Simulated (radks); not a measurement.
**Tl inside a hard spherical wall**

The task here is to estimate one member of a computed series from the others.

The numbers are computed with radks (a radial shooting solver on a logarithmic mesh, Libxc functionals) version 1 (scalar-relativistic Kohn-Sham, LDA (Slater exchange, Perdew-Wang correlation), spin-polarised, spherical densities, finite nucleus; open shells are filled with parallel spins first), except any that are marked as measured or tabulated.

## The atom as given

```
element            : thallium (Z = 81)
charge             : 0
electrons          : 81
configuration      : [Hg] 6p1
nuclear rms radius : 5.4759 fm
```

The outer shells:

Tl
```
[Hg] core
6p [↑ ][  ][  ]
```

The first run:

Input:

```text
Z 81
configuration [Hg] 6p1 7s0 5f0 6d0
relativity scalar-relativistic
functional lda,pw
spin polarised
nucleus finite rms 5.4759 fm
c 137.035999084
```

Among the steps run: The free atom.

One of the session's tables, all rows but one given; the rest of the session is left out.

It belongs to the step «The free atom». The radial density on a logarithmic grid:

| r (bohr) | 4πr²ρ (e/bohr) |
| --- | --- |
| 0.000876 | 9.593 |
| 0.00146 | 19.95 |
| 0.00244 | 38.84 |
| 0.00404 | 67.41 |
| 0.00674 | 99.36 |
| 0.0112 | ? |
| 0.0188 | 101.2 |
| 0.0313 | 118.8 |
| 0.0522 | 152.8 |
| 0.0871 | 119.7 |
| 0.145 | 142.5 |
| 0.243 | 80.83 |
| 0.405 | 90.10 |
| 0.676 | 31.38 |
| 1.13 | 17.79 |
| 1.88 | 5.070 |
| 3.14 | 1.082 |
| 5.24 | 0.1483 |

Q: Estimate the row for r (bohr) = 0.0112 from the others.

Worked estimate for «4πr²ρ (e/bohr)». A straight line through the neighbours (0.00674, 99.36) and (0.0188, 101.2) gives 99.36 + (101.2 − 99.36) × (0.0112 − 0.00674) / (0.0188 − 0.00674) = 100.0; a parabola fitted to 4 rows on both sides gives 94.0.

As computed: 4πr²ρ (e/bohr): 112.9. In «4πr²ρ (e/bohr)» the line misses by -12.9 and the parabola by -18.9. Between these rows the values bend or scatter more than so simple an estimate can follow.

To keep in mind: Shells are not refilled when levels cross, and a hard wall is a model, not a crystal.
